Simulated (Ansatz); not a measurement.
# PtSe2: the cost of one run

Computed with Ansatz 0.2.0 (DFT PBE+D3(BJ), scalar-relativistic, plane waves, PAW, unless a step's input says otherwise).

The COD entry's cell or inner coordinates are ideal or old and differ from later refinements, so a difference from it is no clean test against experiment.

4 further runs of the same task are left out: 4 set aside as unsound or not needed.

## Step 1: The system as given

The structure is trigonal, space group P-3m1 (No. 164). Conventional cell: a = 3.772 Å, b = 3.772 Å, c = 4.821 Å, α = 90.00°, β = 90.00°, γ = 120.00°. Pt (site symmetry -3m) has 6 Se at 2.53 Å as nearest neighbours. Se (site symmetry 3m) is surrounded by 3 Pt at 2.53 Å.

As a file:

```cif
data_structure
_symmetry_space_group_name_H-M 'P 1'
_symmetry_Int_Tables_number 1
_cell_length_a 3.7720
_cell_length_b 3.7720
_cell_length_c 4.8206
_cell_angle_alpha 90.000
_cell_angle_beta 90.000
_cell_angle_gamma 120.000
_cell_volume 59.40
loop_
_atom_site_label
_atom_site_type_symbol
_atom_site_fract_x
_atom_site_fract_y
_atom_site_fract_z
_atom_site_occupancy
Pt1 Pt 0.00000 0.00000 0.00000 1
Se1 Se 0.33333 0.66667 0.26579 1
Se2 Se 0.66667 0.33333 0.73421 1
```

It is the result of an earlier relaxation at this level (volume 19.80 Å³/atom; gap on the mesh: none (metal)).

## Step 2: The cell under 30 GPa

What is minimised here is the enthalpy; the energy can go up as the cell is squeezed.

Input file input.yaml:

```yaml
crystal:
  lattice:
    - [3.7719619704, 0.0, 0.0]
    - [-1.8859809852, 3.2666148885, 0.0]
    - [0.0, 0.0, 4.8206041294]
  atoms:
    - { symbol: Pt, position: [0.0, 0.0, 0.0] }
    - { symbol: Se, position: [0.3333333333, 0.6666666667, 0.2657851324] }
    - { symbol: Se, position: [0.6666666667, 0.3333333333, 0.7342148676] }
basis:
  ecutwfc: 420
kpoints:
  mp_grid: { grid: [12, 12, 10] }
hamiltonian:
  xc: pbe
  dispersion: d3bj
scf:
  occupations: { method: fermi_dirac, width: 0.15 }
output:
  forces: true
  stress: true
  eigenvalues: true
relax:
  adjacent_minimum: "off"
  f_tol: 0.001
  max_steps: 60
  cell: { stress_tol: 0.02, p_target: 30.0 }
```

Launch:

```sh
$ ansatz run input.yaml --threads 1 --pin off --max-ram 3072MiB --backend cpu --events-out ev --progress --plain --runs-dir out
```

**Question.** How long does this run take on 1 thread of Intel Xeon at 2.50GHz (Skylake/Cascade Lake), shared host, and how much memory does it need?

About 4.1 min, with a peak of 0.54 GiB.
